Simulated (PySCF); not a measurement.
# C4H4N2O: a look at the electrons

Aim: take C4H4N2O and pull one bond apart with RHF, UHF and CASSCF, localise its valence orbitals and see where an electron leaves and enters.

Computed with PySCF 2.14.0. Level: levels as typed in each script, gas phase, geometry from GFN2-xTB.

### Step 1. Where the work starts

SMILES `N#C/C=C/C(N)=O`, 11 atoms, charge 0, spin multiplicity 1.

Bond lengths: N1–C2 1.147 Å, C2–C3 1.406 Å, C3–C4 1.335 Å, C3–H8 1.084 Å, C4–C5 1.487 Å, C4–H9 1.081 Å, C5–N6 1.355 Å, C5–O7 1.212 Å, N6–H10 1.004 Å, N6–H11 1.006 Å. Angles: N1–C2–C3 179.9°, C2–C3–C4 123.2°, C2–C3–H8 117.1°, C4–C3–H8 119.7°, C3–C4–C5 120.0°, C3–C4–H9 121.7°, C5–C4–H9 118.3°, C4–C5–N6 114.2°, C4–C5–O7 123.1°, N6–C5–O7 122.7°, C5–N6–H10 122.8°, C5–N6–H11 118.5°, H10–N6–H11 118.7°.

As a file:

```
N    -3.42625   -0.29779    0.00000
C    -2.32823    0.03332    0.00000
C    -0.98122    0.43603    0.00000
C     0.03969   -0.42485    0.00000
C     1.43777    0.08031    0.00000
N     2.37902   -0.89374    0.00000
O     1.71602    1.26003    0.00000
H    -0.78452    1.50186    0.00000
H    -0.11960   -1.49394    0.00000
H     2.14963   -1.87106    0.00000
H     3.34894   -0.62525    0.00000
```

### Step 2. Stretching a bond (6-31g*)

Input file input.py:

```python
import numpy as np
from pyscf import gto, scf, mcscf

mol = gto.M(atom='''
N     -3.42625    -0.29779     0.00000
C     -2.32823     0.03332     0.00000
C     -0.98122     0.43603     0.00000
C      0.03969    -0.42485     0.00000
C      1.43777     0.08031     0.00000
N      2.37902    -0.89374     0.00000
O      1.71602     1.26003     0.00000
H     -0.78452     1.50186     0.00000
H     -0.11960    -1.49394     0.00000
H      2.14963    -1.87106     0.00000
H      3.34894    -0.62525     0.00000
''', basis='6-31g*', charge=0, spin=0, verbose=4)
# stretch the bond between atoms 1 and 2, from long to short, fragments rigid
a, b, move = 0, 1, [1, 2, 3, 4, 5, 6, 7, 8, 9, 10]
xyz = mol.atom_coords(unit='Angstrom')
u = xyz[b] - xyz[a]
r0 = np.linalg.norm(u)
rows, last, dm_u = [], None, None
for r in [3.25, 2.55, 2.09, 1.8, 1.57, 1.39, 1.28, 1.16, 1.07]:
    new = xyz.copy()
    new[move] += u / r0 * (r - r0)
    m = mol.set_geom_(new, unit='Angstrom', inplace=False)
    rhf = scf.RHF(m).density_fit(auxbasis='def2-universal-jkfit').run()
    uhf = scf.UHF(m).density_fit(auxbasis='def2-universal-jkfit').newton()
    if dm_u is None:
        c = rhf.mo_coeff
        h = m.nelectron // 2 - 1
        ca, cb = c.copy(), c.copy()
        ca[:, h], cb[:, h] = (c[:, h] + c[:, h + 1]) / 2**.5, (c[:, h] - c[:, h + 1]) / 2**.5
        dm_u = np.array([x[:, :h + 1] @ x[:, :h + 1].T for x in (ca, cb)])
    uhf.kernel(dm0=dm_u)
    for _ in range(3):
        c, _, stable, _ = uhf.stability(return_status=True)
        if stable:
            break
        uhf.kernel(c, uhf.mo_occ)
    dm_u = uhf.make_rdm1()
    mc = mcscf.CASSCF(rhf, 6, 6)
    mc.natorb = True
    mc.fix_spin_(ss=0)
    guess = mcscf.addons.make_natural_orbitals(uhf)[1] if last is None else mcscf.project_init_guess(mc, last.mo_coeff, last.mol)
    mc.kernel(guess)
    last = mc
    act = slice(mc.ncore, mc.ncore + mc.ncas)
    print('r %.3f  RHF %.6f  UHF %.6f  <S^2> %.3f  CASSCF %.6f  occupations' % (r, rhf.e_tot, uhf.e_tot, uhf.spin_square()[0], mc.e_tot), mc.mo_occ[act].round(4))
    rows.append((new, rhf.e_tot, uhf.e_tot, uhf.spin_square()[0], mc.e_tot, mc.mo_occ[act], mc.mo_coeff[:, act], dm_u[0] - dm_u[1], rhf.converged and uhf.converged and mc.converged))
    np.savez('result.npz', **{k: [row[i] for row in rows] for i, k in enumerate('xyz rhf uhf s2 cas occ c spin ok'.split())})
```

Command:

```console
$ OMP_NUM_THREADS=1 python input.py
```

### Step 4. Localised orbitals (PBE/def2-svpd)

Input file input.py:

```python
import numpy as np
from pyscf import gto, scf, dft, lo
from pyscf.data.elements import chemcore

def solve(mol, dm0=None, hcore=None):
    mf = (dft.UKS if mol.spin else dft.RKS)(mol, xc='pbe')
    mf.grids.level = 3
    mf = mf.density_fit(auxbasis='def2-universal-jkfit')
    mf.conv_tol, mf.max_cycle = 1e-8, 80
    if hcore is not None:
        mf.get_hcore = lambda *args: hcore
    mf.kernel(dm0)
    if not mf.converged:
        mf = mf.newton().run(mf.mo_coeff, mf.mo_occ, max_cycle=30)
    assert mf.converged, 'SCF not converged'
    return mf

mol = gto.M(atom='''
N     -3.42625    -0.29779     0.00000
C     -2.32823     0.03332     0.00000
C     -0.98122     0.43603     0.00000
C      0.03969    -0.42485     0.00000
C      1.43777     0.08031     0.00000
N      2.37902    -0.89374     0.00000
O      1.71602     1.26003     0.00000
H     -0.78452     1.50186     0.00000
H     -0.11960    -1.49394     0.00000
H      2.14963    -1.87106     0.00000
H      3.34894    -0.62525     0.00000
''', basis='def2-svpd', charge=0, spin=0, verbose=4)
mf = solve(mol)
occ_all = mf.mo_coeff[:, mf.mo_occ > 0]
occ = occ_all[:, chemcore(mol):]
loc = lo.ibo.ibo(mol, occ, iaos=lo.iao.iao(mol, occ_all))
fock, s = mf.get_fock(), mf.get_ovlp()
ortho = lo.orth_ao(mol, 'meta_lowdin')
ortho = lo.vec_lowdin(lo.iao.iao(mol, occ_all), s)
labels = lo.iao.reference_mol(mol).ao_labels(fmt=None)
vir = lo.vvo.livvo(mol, occ_all, mf.mo_coeff[:, mf.mo_occ == 0])
both = np.hstack([loc, vir])
p = (ortho.T @ s @ both) ** 2
pop = np.array([p[[l[0] == a for l in labels]].sum(0) for a in range(mol.natm)])
spd = np.array([[p[[l[0] == a and l[2][-1] == k for l in labels]].sum(0) for k in 'spd'] for a in range(mol.natm)])
eps = np.einsum('pi,pq,qi->i', both, fock, both)
for i in np.argsort(eps):
    top = np.argsort(-pop[:, i])[:3]
    print('%3d %s %9.4f Eh ' % (i + 1, 'occ' if i < loc.shape[1] else 'vir', eps[i]), '  '.join('%s%d %.3f' % (mol.atom_symbol(a), a + 1, pop[a, i]) for a in top))
np.savez('result.npz', c=both, nocc=loc.shape[1], pop=pop, spd=spd, eps=eps, e=mf.e_tot)
```

### Step 6. Removing and adding an electron (TPSS/6-31+g*)

Input file input.py:

```python
import numpy as np
from pyscf import gto, scf, dft
from pyscf.scf import atom_ks, atom_hf
from scipy.linalg import block_diag

def solve(mol, dm0=None, hcore=None):
    mf = (dft.UKS if mol.spin else dft.RKS)(mol, xc='tpss')
    mf.grids.level = 3
    mf = mf.density_fit(auxbasis='def2-universal-jkfit')
    mf.conv_tol, mf.max_cycle = 1e-8, 80
    if hcore is not None:
        mf.get_hcore = lambda *args: hcore
    mf.kernel(dm0)
    if not mf.converged:
        mf = mf.newton().run(mf.mo_coeff, mf.mo_occ, max_cycle=30)
    assert mf.converged, 'SCF not converged'
    return mf

mol = gto.M(atom='''
N     -3.42625    -0.29779     0.00000
C     -2.32823     0.03332     0.00000
C     -0.98122     0.43603     0.00000
C      0.03969    -0.42485     0.00000
C      1.43777     0.08031     0.00000
N      2.37902    -0.89374     0.00000
O      1.71602     1.26003     0.00000
H     -0.78452     1.50186     0.00000
H     -0.11960    -1.49394     0.00000
H      2.14963    -1.87106     0.00000
H      3.34894    -0.62525     0.00000
''', basis='6-31+g*', charge=0, spin=0, verbose=4)
mf = solve(mol)
out = dict(e0=mf.e_tot, dm0=mf.make_rdm1(), c=mf.mo_coeff, occ=mf.mo_occ, eps=mf.mo_energy)
for name, dq, spin in [('cation', 1, 1), ('anion', -1, 1)]:
    ion = mol.copy().set(charge=mol.charge + dq, spin=spin).build()
    mi = solve(ion)
    if spin and dq > 0 and mol.nao < 130:
        c, _, stable, _ = mi.stability(return_status=True)
        if not stable:
            mi = solve(ion, mi.make_rdm1(c, mi.mo_occ))
    print(name, 'vertical energy change / eV', (mi.e_tot - mf.e_tot) * 27.211386)
    out.update({'e_' + name: mi.e_tot, 'dm_' + name: mi.make_rdm1(), 's2_' + name: mi.spin_square()[0], 'eps_' + name: mi.mo_energy, 'occ_' + name: mi.mo_occ})
# spherically averaged free atoms, for the promolecule
atm = atom_ks.get_atm_nrks(mol, xc='tpss')
pro = block_diag(*[(atm[a[0]][2] * atm[a[0]][3]) @ atm[a[0]][2].T for a in mol._atom])
np.savez('result.npz', pro=pro, **out)
```

(Steps that only read results are left out.)

**Question.** What will these runs give? Wanted: vertical ionisation energy; vertical electron affinity.

**Answer**, as computed:

| quantity | value |
| --- | --- |
| localised occupied orbitals above −45 eV (PBE/def2-svpd) | 18 |
| vertical ionisation energy (TPSS/6-31+g*) | 9.86 eV |
| vertical electron affinity (TPSS/6-31+g*) | 0.56 eV |

In words: The ionisation energy from two SCF runs, 9.86 eV, lies 3.3 eV above −ε(HOMO) = 6.58 eV of the same level, TPSS/6-31+g*, since self-interaction lifts this functional's HOMO. All values hold at the given geometry, in the gas phase.
